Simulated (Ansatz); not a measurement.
# Ti: the cost of one run

Computed with Ansatz 0.2.0 (DFT PBE, scalar-relativistic, plane waves, PAW, unless a step's input says otherwise).

**1. The structure to begin with**

Symmetry: P6_3/mmc, No. 194, hexagonal system. Conventional cell: a = 2.936 Å, b = 2.936 Å, c = 4.641 Å, α = 90.00°, β = 90.00°, γ = 120.00°. Around Ti (site symmetry -6m2) lie 12 Ti at 2.87 to 2.94 Å.

Structure file:

```
CELL_PARAMETERS angstrom
2.93573 0.00000 0.00000
-1.46787 2.54242 0.00000
0.00000 0.00000 4.64086
ATOMIC_POSITIONS crystal
Ti 0.33333 0.66667 0.25000
Ti 0.66667 0.33333 0.75000
```

Source of the structure: the Materials Project (structure only).

(A quick probe on a coarse mesh, which set the mesh and smearing, is not shown.)

**3. Relaxing cell and atoms**

Input file input.yaml:

```yaml
crystal:
  lattice:
    - [2.9357319231, 0.0, 0.0]
    - [-1.4678659615, 2.5424184241, 0.0]
    - [0.0, 0.0, 4.64085615]
  atoms:
    - { symbol: Ti, position: [0.33333333, 0.66666667, 0.25] }
    - { symbol: Ti, position: [0.66666667, 0.33333333, 0.75] }
basis:
  ecutwfc: 420
kpoints:
  mp_grid: { grid: [18, 18, 10] }
hamiltonian:
  xc: pbe
scf:
  occupations: { method: gaussian, width: 0.1 }
output:
  forces: true
  stress: true
  eigenvalues: true
relax:
  adjacent_minimum: "off"
  f_tol: 0.005
  max_steps: 80
  cell: { stress_tol: 0.05 }
```

**Question.** How long does this run take on 2 threads of an Arm CPU, shared host, and how much memory does it need?

About 33 s, with a peak of 0.45 GiB.
